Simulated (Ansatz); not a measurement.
# GeS: how energies converge with the basis set

How large a basis does GeS need? Two functionals are run in growing sets.

The runs use Ansatz 0.2.0, Gaussian basis; one geometry, several basis sets.

The runs, in order: PBE0-D4/def2-SVP; ωB97M-V/def2-SVP; PBE0-D4/def2-QZVPP; ωB97M-V/def2-QZVPP; the functionals' def2-TZVPP values are taken from earlier runs.

## Step 1: Structure used throughout

The geometry comes from an earlier relaxation with PBE0-D4 in a triple-zeta def2 set; it is a stationary point.

SMILES `[S+]#[Ge-]`, 2 atoms, charge 0, spin multiplicity 1.

Atoms are counted from 1 here; the program's logs count them from 0.

Bond lengths: S1–Ge2 2.014 Å.

## Step 2: PBE0-D4 in def2-SVP

Contents of in.yaml:

```yaml
crystal:
  periodic: [false, false, false]
  atoms:
    - {symbol: S, position_ang: [-0.000000, -0.000000, -0.001135]}
    - {symbol: Ge, position_ang: [0.000000, 0.000000, 2.013221]}
basis:
  gaussian: {orbitals: def2-SVP}
hamiltonian: {xc: pbe0, dispersion: d4}
output: {orbitals: {seedname: orbitals}}
```

The run is started by

```sh
$ ansatz run in.yaml --threads 2 --pin off --events-out ev --progress --plain --max-ram 32768MiB --backend cpu
```

The runs that follow: ωB97M-V in def2-SVP; PBE0-D4 in def2-QZVPP; ωB97M-V in def2-QZVPP.

Before running them: what should the planned runs give, taken together? Wanted: PBE0-D4: double and triple zeta above quadruple; ωB97M-V: double and triple zeta above quadruple.

As calculated:

```
                                       quantity           value
PBE0-D4: double and triple zeta above quadruple  12.36, 1.55 eV
ωB97M-V: double and triple zeta above quadruple  12.25, 1.50 eV
```

In words: For PBE0-D4 the step from double to triple zeta gains 10.81 eV and the next only 1.55 eV. These are total energies; as a rule much of such shifts cancels in differences, which this series doesn't test.
